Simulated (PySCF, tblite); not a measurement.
# C4H4F3O3−: dynamics, then NMR shifts on frames, part 2 of 2

tblite 0.8.0 and PySCF 2.14.0. Atoms count from 0. The steps go on from the part before.

### 5 NMR shieldings: 625 fs, PBE0/pcSseg-1

Job settings and geometry (Å):

```
{"job": {"kind": "nmr", "xc": "PBE0", "basis": "pcSseg-1", "pop": false}, "charge": -1, "multiplicity": 1}
C     -0.993700     0.304200    -1.359000
C     -0.253700     0.114800    -0.058900
O      0.879500    -0.794000    -0.400600
C      1.810400    -1.029200     0.406300
F      2.941900    -1.268800    -0.384000
F      2.015400    -0.104500     1.315200
F      1.809500    -2.262000     1.046700
C     -1.207900    -0.714900     0.976700
O     -2.301500    -1.118500     0.546200
O     -0.624200    -0.962900     2.032100
H     -0.577800     1.116200    -1.954400
H     -1.053100    -0.571900    -2.038100
H     -1.999400     0.525500    -1.125200
H      0.248000     1.028100     0.365200
```

Level: GIAO PBE0/pcSseg-1 NMR shielding, non-relativistic, gas phase.

Standard output:

```text
coarse grid: 13344 points
cycle   1  E = -678.8491970545  dE =  1.771e+00  |g| = 1.471e+00  |ddm| = 3.326e+00
cycle   2  E = -678.2642054468  dE =  5.850e-01  |g| = 2.367e+00  |ddm| = 3.449e+00
cycle   3  E = -679.2224591185  dE = -9.583e-01  |g| = 2.241e-01  |ddm| = 2.592e+00
cycle   4  E = -679.2302017541  dE = -7.743e-03  |g| = 1.214e-01  |ddm| = 2.434e-01
cycle   5  E = -679.2324460588  dE = -2.244e-03  |g| = 4.722e-02  |ddm| = 1.070e-01
cycle   6  E = -679.2328447647  dE = -3.987e-04  |g| = 1.244e-02  |ddm| = 4.283e-02
cycle   7  E = -679.2328723770  dE = -2.761e-05  |g| = 2.743e-03  |ddm| = 1.064e-02
cycle   8  E = -679.2328737361  dE = -1.359e-06  |g| = 6.192e-04  |ddm| = 2.846e-03
final grid: 134760 points
cycle   9  E = -679.3436090702  dE = -3.489e-05  |g| = 1.445e-02  |ddm| = 2.561e-02
cycle  10  E = -679.3435579827  dE =  5.109e-05  |g| = 2.236e-02  |ddm| = 2.401e-02
cycle  11  E = -679.3436453185  dE = -8.734e-05  |g| = 1.485e-03  |ddm| = 1.513e-02
cycle  12  E = -679.3436457098  dE = -3.913e-07  |g| = 4.051e-04  |ddm| = 1.140e-03
cycle  13  E = -679.3436457263  dE = -1.652e-08  |g| = 2.636e-04  |ddm| = 4.525e-04
cycle  14  E = -679.3436457388  dE = -1.249e-08  |g| = 5.869e-05  |ddm| = 2.203e-04
cycle  15  E = -679.3436457394  dE = -5.368e-10  |g| = 1.830e-05  |ddm| = 5.531e-05
converged SCF energy = -679.3436457394

GIAO shielding tensors (ppm)
atom      isotropic    diamagn.    paramagn.     s11        s22        s33       span
  0 C      168.811     246.690     -77.879    153.175    166.004    187.255     34.081
  1 C       93.285     248.802    -155.517     58.634     97.283    123.938     65.304
  2 O      198.293     401.936    -203.643    164.700    192.414    237.765     73.065
  3 C       55.450     238.505    -183.055     31.941     52.547     81.863     49.922
  4 F      207.036     472.813    -265.777     95.426    149.634    376.047    280.621
  5 F      258.213     474.582    -216.368    178.727    260.884    335.028    156.302
  6 F      207.753     472.358    -264.605    104.689    159.843    358.727    254.037
  7 C       18.576     244.514    -225.938    -78.559     53.399     80.887    159.446
  8 O       12.170     404.238    -392.068   -177.721    -46.328    260.559    438.280
  9 O       -6.890     406.350    -413.241   -191.705    -73.373    244.407    436.112
 10 H       30.969      30.581       0.388     26.561     29.130     37.216     10.655
 11 H       29.972      29.963       0.009     26.824     28.061     35.033      8.209
 12 H       30.407      31.474      -1.067     25.209     29.662     36.350     11.140
 13 H       26.558      32.419      -5.860     22.739     26.738     30.198      7.459
```

Run time: 53 s. Hardware: 1 thread of Arm Neoverse N1, shared host; peak memory 0.85 GiB.

Key values: δ C7 168.3, C3 131.5, C1 93.6, C0 18.1, H13 5.16, H11 1.74 ppm.

### 6 Shielding tensors: 800 fs, PBE0/pcSseg-1

Job settings and geometry (Å):

```
{"job": {"kind": "nmr", "xc": "PBE0", "basis": "pcSseg-1", "pop": false}, "charge": -1, "multiplicity": 1}
C     -1.038600    -0.272600    -1.479500
C     -0.250200    -0.114200    -0.163400
O      1.030900    -0.893000    -0.465100
C      1.928900    -0.954000     0.516500
F      3.145500    -0.845600     0.011100
F      1.903500     0.129900     1.365300
F      1.936900    -2.190000     1.156200
C     -1.062800    -0.649400     1.178200
O     -2.302800    -0.719900     1.117100
O     -0.351200    -0.936500     2.170600
H     -0.380900    -0.010600    -2.387700
H     -1.096700    -1.361200    -1.551400
H     -2.026800     0.384700    -1.486000
H      0.031000     0.963400     0.016500
```

With the program's defaults for keys left out, this is: GIAO PBE0/pcSseg-1 NMR shielding, non-relativistic, gas phase.

Standard output:

```text
coarse grid: 13344 points
cycle   1  E = -678.8258098944  dE =  1.457e+00  |g| = 1.487e+00  |ddm| = 3.275e+00
cycle   2  E = -678.0713434743  dE =  7.545e-01  |g| = 2.548e+00  |ddm| = 3.553e+00
cycle   3  E = -679.2094071085  dE = -1.138e+00  |g| = 2.586e-01  |ddm| = 2.774e+00
cycle   4  E = -679.2206987677  dE = -1.129e-02  |g| = 1.253e-01  |ddm| = 2.819e-01
cycle   5  E = -679.2234569105  dE = -2.758e-03  |g| = 2.657e-02  |ddm| = 9.663e-02
cycle   6  E = -679.2235501074  dE = -9.320e-05  |g| = 1.584e-02  |ddm| = 2.969e-02
cycle   7  E = -679.2235946247  dE = -4.452e-05  |g| = 4.078e-03  |ddm| = 1.369e-02
cycle   8  E = -679.2235976057  dE = -2.981e-06  |g| = 9.839e-04  |ddm| = 3.786e-03
final grid: 134760 points
cycle   9  E = -679.3341467184  dE = -3.043e-05  |g| = 1.516e-02  |ddm| = 2.467e-02
cycle  10  E = -679.3340805437  dE =  6.617e-05  |g| = 2.451e-02  |ddm| = 2.575e-02
cycle  11  E = -679.3341866385  dE = -1.061e-04  |g| = 1.406e-03  |ddm| = 1.625e-02
cycle  12  E = -679.3341869908  dE = -3.523e-07  |g| = 3.539e-04  |ddm| = 9.745e-04
cycle  13  E = -679.3341870072  dE = -1.643e-08  |g| = 1.633e-04  |ddm| = 3.135e-04
cycle  14  E = -679.3341870114  dE = -4.230e-09  |g| = 6.877e-05  |ddm| = 1.721e-04
cycle  15  E = -679.3341870122  dE = -7.738e-10  |g| = 2.110e-05  |ddm| = 5.980e-05
converged SCF energy = -679.3341870122

GIAO shielding tensors (ppm)
atom      isotropic    diamagn.    paramagn.     s11        s22        s33       span
  0 C      153.926     248.883     -94.958    132.977    153.709    175.091     42.114
  1 C       86.707     250.862    -164.155     48.571     75.411    136.139     87.568
  2 O      180.015     402.348    -222.333    134.723    158.297    247.025    112.302
  3 C       49.086     236.350    -187.264     35.787     43.844     67.626     31.839
  4 F      241.651     469.203    -227.552    171.415    209.073    344.466    173.052
  5 F      208.526     476.684    -268.158    106.604    175.473    343.502    236.898
  6 F      200.968     471.769    -270.802    102.512    147.370    353.021    250.509
  7 C       14.776     242.637    -227.860    -82.715     46.387     80.657    163.372
  8 O       -4.186     404.147    -408.333   -167.192    -80.287    234.921    402.113
  9 O      -25.018     406.005    -431.022   -206.671    -93.425    225.043    431.714
 10 H       29.281      29.636      -0.354     25.552     28.371     33.921      8.368
 11 H       29.323      30.338      -1.015     26.373     28.699     32.898      6.526
 12 H       27.591      27.582       0.009     23.318     26.158     33.296      9.978
 13 H       26.355      32.984      -6.628     23.069     26.282     29.716      6.647
```

It took 53 s on 1 thread of Arm Neoverse N1, shared host; peak memory 0.85 GiB.

This run: δ C7 172.1, C3 137.8, C1 100.2, C0 33.0, H13 5.36, H12 4.13 ppm.

### 7 NMR shieldings: 1000 fs, PBE0/pcSseg-1

Job settings and geometry (Å):

```
{"job": {"kind": "nmr", "xc": "PBE0", "basis": "pcSseg-1", "pop": false}, "charge": -1, "multiplicity": 1}
C     -1.332300    -0.008500    -0.985600
C     -0.361400    -0.134500     0.167300
O      0.765400    -1.050600    -0.321000
C      1.862400    -1.065600     0.340700
F      2.870600    -1.455200    -0.445100
F      2.259500     0.149500     0.843700
F      1.845500    -1.918700     1.387100
C     -0.995700    -0.574700     1.596700
O     -2.225300    -0.716500     1.549200
O     -0.257900    -0.641700     2.572900
H     -1.331200     1.014300    -1.468800
H     -0.980600    -0.779800    -1.682000
H     -2.349500    -0.289500    -0.520100
H      0.180500     0.811100     0.547200
```

Level: GIAO PBE0/pcSseg-1 NMR shielding, non-relativistic, gas phase.

Standard output:

```text
coarse grid: 13344 points
cycle   1  E = -678.8588582035  dE =  1.685e+00  |g| = 1.461e+00  |ddm| = 3.305e+00
cycle   2  E = -678.2513195322  dE =  6.075e-01  |g| = 2.376e+00  |ddm| = 3.449e+00
cycle   3  E = -679.2243838361  dE = -9.731e-01  |g| = 2.383e-01  |ddm| = 2.649e+00
cycle   4  E = -679.2336862018  dE = -9.302e-03  |g| = 1.188e-01  |ddm| = 2.571e-01
cycle   5  E = -679.2358928903  dE = -2.207e-03  |g| = 4.410e-02  |ddm| = 1.035e-01
cycle   6  E = -679.2362328875  dE = -3.400e-04  |g| = 1.340e-02  |ddm| = 4.236e-02
cycle   7  E = -679.2362651012  dE = -3.221e-05  |g| = 2.763e-03  |ddm| = 1.140e-02
cycle   8  E = -679.2362665192  dE = -1.418e-06  |g| = 6.788e-04  |ddm| = 2.927e-03
final grid: 134760 points
cycle   9  E = -679.3459975985  dE = -3.389e-05  |g| = 1.382e-02  |ddm| = 2.434e-02
cycle  10  E = -679.3459483989  dE =  4.920e-05  |g| = 2.166e-02  |ddm| = 2.306e-02
cycle  11  E = -679.3460303054  dE = -8.191e-05  |g| = 1.246e-03  |ddm| = 1.455e-02
cycle  12  E = -679.3460305734  dE = -2.680e-07  |g| = 2.962e-04  |ddm| = 8.643e-04
cycle  13  E = -679.3460305849  dE = -1.150e-08  |g| = 1.324e-04  |ddm| = 2.498e-04
cycle  14  E = -679.3460305877  dE = -2.789e-09  |g| = 5.564e-05  |ddm| = 1.401e-04
cycle  15  E = -679.3460305882  dE = -5.168e-10  |g| = 1.493e-05  |ddm| = 4.842e-05
converged SCF energy = -679.3460305882

GIAO shielding tensors (ppm)
atom      isotropic    diamagn.    paramagn.     s11        s22        s33       span
  0 C      161.665     250.124     -88.459    143.100    158.498    183.397     40.297
  1 C       86.091     251.228    -165.137     51.819     80.679    125.775     73.956
  2 O      197.207     402.554    -205.347    142.738    196.794    252.089    109.351
  3 C       56.690     238.305    -181.615     43.015     49.373     77.682     34.666
  4 F      246.342     470.257    -223.915    171.043    204.570    363.412    192.369
  5 F      243.061     476.737    -233.676    146.204    219.756    363.224    217.020
  6 F      222.751     471.927    -249.177    136.910    189.083    342.259    205.348
  7 C       21.766     242.897    -221.132    -73.338     58.695     79.940    153.278
  8 O        0.551     404.441    -403.890   -198.093    -74.296    274.041    472.134
  9 O       19.344     405.641    -386.297   -161.951    -56.191    276.175    438.126
 10 H       29.451      29.929      -0.477     25.257     27.718     35.379     10.123
 11 H       30.096      30.945      -0.849     25.252     30.887     34.150      8.897
 12 H       25.949      28.806      -2.857     20.755     25.548     31.543     10.787
 13 H       25.706      32.941      -7.236     22.873     25.432     28.811      5.938
```

It took 52 s on 1 thread of Arm Neoverse N1, shared host; peak memory 0.85 GiB.

This run: δ C7 165.2, C3 130.2, C1 100.8, C0 25.3, H13 6.01, H12 5.77 ppm.

### 8 Comparing the runs: NMR shifts

Shifts (ppm) of some atoms, chosen among heavy atoms and hydrogens apart, with basis size and wall time:

| frame | H13 | H12 | O9 | O8 | F4 | F5 | F6 | functions | time |
| --- | --- | --- | --- | --- | --- | --- | --- | --- | --- |
| 250 fs | 2.83 | 0.96 | 299.1 | 272.4 | -55.1 | -65.6 | -87.5 | 190 | 53 s |
| 425 fs | 3.89 | 0.92 | 305.7 | 310.4 | -45.0 | -84.9 | -50.3 | 190 | 53 s |
| 625 fs | 5.16 | 1.31 | 343.0 | 323.9 | -36.1 | -87.3 | -36.8 | 190 | 53 s |
| 800 fs | 5.36 | 4.13 | 361.1 | 340.3 | -70.7 | -37.6 | -30.0 | 190 | 53 s |
| 1000 fs | 6.01 | 5.77 | 316.7 | 335.5 | -75.4 | -72.1 | -51.8 | 190 | 52 s |

### 9 What came out

What follows sums up all 2 parts.

| quantity | value |
| --- | --- |
| thermostat | 300 K |
| mean temperature, second half | 350 K |
| mean potential energy above the minimum | 0.58 eV |
| 13C shifts against TMS (PBE0/pcSseg-1, 250 fs) | 156.7, 129.0, 88.5, 27.2 ppm |
| 1H shifts against TMS (PBE0/pcSseg-1, 250 fs) | 3.97, 2.83, 1.32, 0.96 ppm |
| 17O shifts against H2O (PBE0/pcSseg-1, 250 fs) | 299.1, 272.4, 130.7 ppm |
| 19F shifts against CFCl3 (PBE0/pcSseg-1, 250 fs) | -55.1, -65.6, -87.5 ppm |
| range of the shift of O8 | 272.4 to 340.3 ppm |

What this shows: In the second half the potential energy averages 0.58 eV above the minimum; equipartition over 36 harmonic modes at 300 K would give 0.47 eV. With 14 atoms the temperature swings widely (217 to 468 K). Shifts at one fixed geometry are not the observed spectrum, which averages over the motion. In the first frame run (250 fs): Shielding is most anisotropic at O8 (span 404 ppm, paramagnetic term -342 ppm). Across the 5 runs the shift of O8 moves most, between 272.4 (250 fs) and 340.3 ppm (800 fs).
